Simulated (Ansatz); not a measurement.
Here is an Ansatz 0.2.0 calculation.

input.yaml

```yaml
crystal:
  lattice:
    - [2.9, 0.0, 0.0]
    - [0.0, 3.17, 0.0]
    - [0.0, 0.0, 25.03242]
  atoms:
    - { symbol: Ga, position: [0.5, 0.25, 0.2996114639] }
    - { symbol: Ga, position: [0.0, 0.75, 0.3756097093] }
    - { symbol: Ga, position: [0.0, 0.25, 0.4620008773] }
    - { symbol: Ga, position: [0.5, 0.75, 0.5379991227] }
    - { symbol: Ga, position: [0.5, 0.25, 0.6243902907] }
    - { symbol: Ga, position: [0.0, 0.75, 0.7003885361] }
hamiltonian:
  xc: pbesol
  pseudopotentials: { kind: paw }
kpoints:
  mp_grid: { grid: [9, 8, 1] }
scf:
  occupations: { method: fermi_dirac, width: 0.05 }
output:
  forces: true
  eigenvalues: true
  write_density: true
  write_potential: true
  elf: true
  volumetric_format: npy
relax:
  f_tol: 0.02
  max_steps: 40
  constraints: [{ sites: [0, 1, 2] }]
efield:
  axis: 3
  dipole_correction: true
  ramp_width: 0.04
```

Potentials or basis: Ansatz PAW.

Command:

```bash
$ ansatz run input.yaml --threads 4 --pin off --max-ram 11264MiB --backend cpu --events-out ev --progress --plain --runs-dir out
```

Task: Estimate the dipole across the slab.

Result: 0.000 e·Å.

Task: Predict the band gap on the k mesh.

Result: None (metal or under the smearing width).

Final structure:
```xyz
6
Lattice="2.9000 0.0000 0.0000 0.0000 3.1700 0.0000 0.0000 0.0000 25.0324" Properties=species:S:1:pos:R:3 pbc="T T T"
Ga    1.4500    0.7925    7.5000
Ga    0.0000    2.3775    9.4024
Ga    0.0000    0.7925   11.5650
Ga    1.4500    2.3775   13.4565
Ga    1.4500    0.7925   15.6592
Ga    0.0000    2.3775   17.5747
```
